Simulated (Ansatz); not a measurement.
# C: the cost of one run

Method: DFT LDA, scalar-relativistic, plane waves, PAW, in Ansatz 0.2.0.

1 further run of the same task is left out (set aside as unsound or not needed).

## Step 1: The structure to begin with

It takes space group Fmmm (No. 69, orthorhombic). The conventional cell has a = 2.446 Å, b = 4.233 Å, c = 6.722 Å, α = 90.00°, β = 90.00°, γ = 90.00°. C (site symmetry m2m) has 3 C at 1.41 Å as nearest neighbours.

Structure file:

```cif
data_structure
_symmetry_space_group_name_H-M 'Fmmm'
_symmetry_Int_Tables_number 69
_cell_length_a 2.4456
_cell_length_b 4.2334
_cell_length_c 6.7219
_cell_angle_alpha 90.000
_cell_angle_beta 90.000
_cell_angle_gamma 90.000
_cell_volume 69.59
loop_
_atom_site_label
_atom_site_type_symbol
_atom_site_symmetry_multiplicity
_atom_site_Wyckoff_symbol
_atom_site_fract_x
_atom_site_fract_y
_atom_site_fract_z
_atom_site_occupancy
C1 C 8 h 0.50000 0.66670 0.00000 1
```

It is the result of an earlier relaxation at this level (volume 8.70 Å³/atom; gap on the mesh: 0.08 eV).

## Step 2: Strained cells: the elastic tensor

input.yaml

```yaml
crystal:
  lattice:
    - [0.0, 2.1167060736, 3.360964591]
    - [1.222777523, 0.0, 3.360964591]
    - [1.222777523, 2.1167060736, 0.0]
  atoms:
    - { symbol: C, position: [0.1667000688, 0.8332999312, 0.1667000688] }
    - { symbol: C, position: [0.8332999312, 0.1667000688, 0.8332999312] }
basis:
  ecutwfc: 420
kpoints:
  mp_grid: { grid: [18, 18, 18] }
hamiltonian:
  xc: lda
scf:
  occupations: { method: gaussian, width: 0.02 }
output:
  forces: true
  stress: true
  eigenvalues: true
elastic:
  mode: relaxed_ion
```

The run is started by

```
ansatz run input.yaml --threads 1 --pin off --max-ram 3072MiB --backend cpu --events-out ev --progress --plain --runs-dir out
```

Q: Estimate wall time and peak memory on 1 thread of Intel Xeon Platinum 8488C (Sapphire Rapids), shared host.

About 13 min, with a peak of 0.61 GiB.
